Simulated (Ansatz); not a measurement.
**Li3Pb (Fm-3m): frozen displacement of one atom from a Python script**

The task is a frozen displacement of one atom, for Li3Pb (Fm-3m).

All numbers are computed with Ansatz 0.2.0 through its Python package. Level of theory: DFT PBEsol, plane waves, PAW.

## (1) The structure

The structure is cubic, space group Fm-3m (No. 225). The conventional cell has a = 6.687 Å, b = 6.687 Å, c = 6.687 Å, α = 90.00°, β = 90.00°, γ = 90.00°. Li (site symmetry m-3m) has 8 Li at 2.90 Å in its first shell of neighbours. Li (site symmetry -43m) is surrounded by 4 Li at 2.90 Å and 4 Pb at 2.90 Å. Around Pb (site symmetry m-3m) lie 8 Li at 2.90 Å.

The script holds or builds the structure itself.

## (2) The code

Contents of run_push.py:

```python
"""Frozen displacement of one atom in Li3Pb."""

import ansatz
import numpy as np


def main() -> None:
    crystal = (
        ansatz.Lattice.of((0.0, 3.3435, 3.3435), (3.3435, 0.0, 3.3435), (3.3435, 3.3435, 0.0))
        .atom("Li", (0.5, 0.5, 0.5))
        .atom("Li", (0.25, 0.25, 0.25))
        .atom("Li", (0.75, 0.75, 0.75))
        .atom("Pb", (0.0, 0.0, 0.0))
    )

    inverse = np.linalg.inv(np.array(crystal.lattice.vectors))
    home = np.array(crystal.sites[1].position)
    values = np.linspace(-0.2, 0.2, 5)
    energies, pulls = [], []
    for shift in values:
        moved = crystal.move(1, to=home + shift * inverse[0])
        setup = (
            moved.calculation()
            .functional("PBEsol")
            .kpoints(spacing=0.29)
            .occupations("fermi_dirac", width=100 * ansatz.meV)
            .forces()
        )
        data = setup.run().report
        energies.append(data["free_energy_ev"])
        pulls.append(data["forces_ev_ang"][1][0])

    # the force is minus the slope of the free energy
    print("shift (A)   dE (eV)   force along x (eV/A)")
    for shift, e, f in zip(values, energies, pulls):
        print(f"{shift:8.3f} {e - energies[2]:10.5f} {f:12.4f}")
    print(f"stiffness from energies {2 * np.polyfit(values, energies, 2)[0]:.3f}, from forces {-np.polyfit(values, pulls, 1)[0]:.3f} eV/A^2")


if __name__ == "__main__":
    main()
```

## (3) The input behind the calls

The engine receives this input (first run):

```yaml
crystal:
  lattice:
    - [0.0, 3.3435, 3.3435]
    - [3.3435, 0.0, 3.3435]
    - [3.3435, 3.3435, 0.0]
  atoms:
    - { symbol: Li, position: [0.5, 0.5, 0.5] }
    - { symbol: Li, position: [0.27990877822640947, 0.22009122177359056, 0.22009122177359056] }
    - { symbol: Li, position: [0.75, 0.75, 0.75] }
    - { symbol: Pb, position: [0.0, 0.0, 0.0] }
kpoints:
  mp_grid:
    kspacing: 0.29
hamiltonian:
  xc: pbesol
scf:
  occupations:
    method: fermi_dirac
    width: 0.1
output:
  forces: true
```

## (4) The run

Command:

```bash
python run_push.py
```

**Question.** How stiff is this displacement, and do energies and forces agree?

**Answer**, as computed:

| quantity | value |
| --- | --- |
| runs compared | 5 |
| range of energy | 10.57 meV/atom |
| lowest point, shift of atom 2 from run 1 (Å) | 0.200 |

**Reading.** The curvature of the energy gives 2.114 eV/Å² and the slope of the force 2.114 eV/Å², a positive curvature. What to keep in mind:
- The mesh is modest for a metal, so energies can be off by several to tens of meV an atom and pressures by half a GPa or more; differences at equal mesh fare better.
- In a metal a curvature from energy changes of a few meV or less hangs on mesh and smearing, in size and even in sign.
- Spin-orbit coupling, which matters for elements this heavy, is left out.
- All periodic images of the atom move with it, so the curvature is one diagonal element of the zone-centre force constants and no normal mode; a positive value doesn't exclude soft modes in which several atoms move.
